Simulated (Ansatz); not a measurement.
# AlGeH5 (singlet): the correlation ladder at distance Ge1–Al2 = 3.438 Å, cc-pVDZ

An exercise on one series of results from a longer session: the logs are not shown, and one member is left open.

Method: cc-pVDZ, core rule «outside noble gas», up to 19 orbitals frozen; program: Ansatz 0.2.0, Gaussian basis.

The runs, in order: UHF; CCSD(T) on RHF; CCSD(T) on UHF; BCCD(T) on RHF; CISD; CCSDT(Q) on RHF; CASSCF and NEVPT2, 2 electrons in 2 orbitals; CASSCF and NEVPT2, 8 electrons in 8 orbitals.

19 further runs of the same task are left out: 2 for a mislabelled method, 11 that didn't finish, 6 set aside as unsound or not needed.

## The system

The geometry derives from a PBE0/def2-TZVP stationary point (not a proven minimum). One bond is set to the value named and the two fragments are kept rigid. No spin-orbit coupling is included. The filled d shell of Ge may be among the frozen orbitals whatever the setting's name suggests; the logs give the count.

7 atoms, charge 0, spin multiplicity 1.

Atoms are counted from 1 here; the program's logs count them from 0.

Bond lengths: Ge1–H3 1.541 Å, Ge1–H4 1.543 Å, Ge1–H5 1.543 Å, Al2–H6 1.588 Å, Al2–H7 1.588 Å. Angles: H3–Ge1–H4 106.9°, H3–Ge1–H5 106.9°, H4–Ge1–H5 106.0°, H6–Al2–H7 119.3°.

Set-up of the first run:

in.yaml

```yaml
crystal:
  periodic: [false, false, false]
  atoms:
    - {symbol: Ge, position_ang: [0.000000, 0.000885, 0.951161]}
    - {symbol: Al, position_ang: [0.000000, 0.001060, -2.486839]}
    - {symbol: H, position_ang: [0.000000, 1.409011, 1.576095]}
    - {symbol: H, position_ang: [1.232737, -0.738765, 1.512232]}
    - {symbol: H, position_ang: [-1.232737, -0.738765, 1.512232]}
    - {symbol: H, position_ang: [0.000000, 1.358210, -3.310868]}
    - {symbol: H, position_ang: [0.000000, -1.381879, -3.267597]}
basis:
  gaussian: {orbitals: cc-pVDZ}
magnetization: {spin_polarized: true, initial_magnetization: 0}
hamiltonian: {xc: hf}
output: {orbitals: {seedname: orbitals}}
```

The run is started by

```sh
$ ansatz run in.yaml --threads 1 --pin off --events-out ev --progress --plain --max-ram 2393MiB
```

Among the steps run: UHF; CCSD(T) on RHF; CCSD(T) on UHF; BCCD(T) on RHF; CISD; CCSDT(Q) on RHF; CASSCF and NEVPT2, 2 electrons in 2 orbitals; CASSCF and NEVPT2, 8 electrons in 8 orbitals.

One of the session's tables, all rows but one given; the rest of the session is left out.

| method | from RCCSDT(Q) (meV) |
| --- | --- |
| RHF | ? |
| UHF | +6106.6 |
| RMP2 | +1490.6 |
| CISD | +769.5 |
| RCCSD | +199.4 |
| RCCSD(T) | +48.1 |
| BCCD(T) | +46.9 |
| RCCSDT | +8.2 |
| RCCSDT(Q) | 0 |
| CASSCF pair | +5548.3 |
| NEVPT2 pair | +1368.2 |
| CASSCF frontier | +4294.6 |
| NEVPT2 frontier | +1225.2 |

**Question.** Estimate the row for RHF.

The run gave: from RCCSDT(Q) (meV): +6140.1. In the column «from RCCSDT(Q) (meV)» it is the highest.

Not comparable, so not listed: CCSD(T) on UHF (they don't share determinant, frozen orbitals or solution with the rows shown, or repeat one).

To keep in mind: Warnings: restricted reference is unstable; spin contamination.
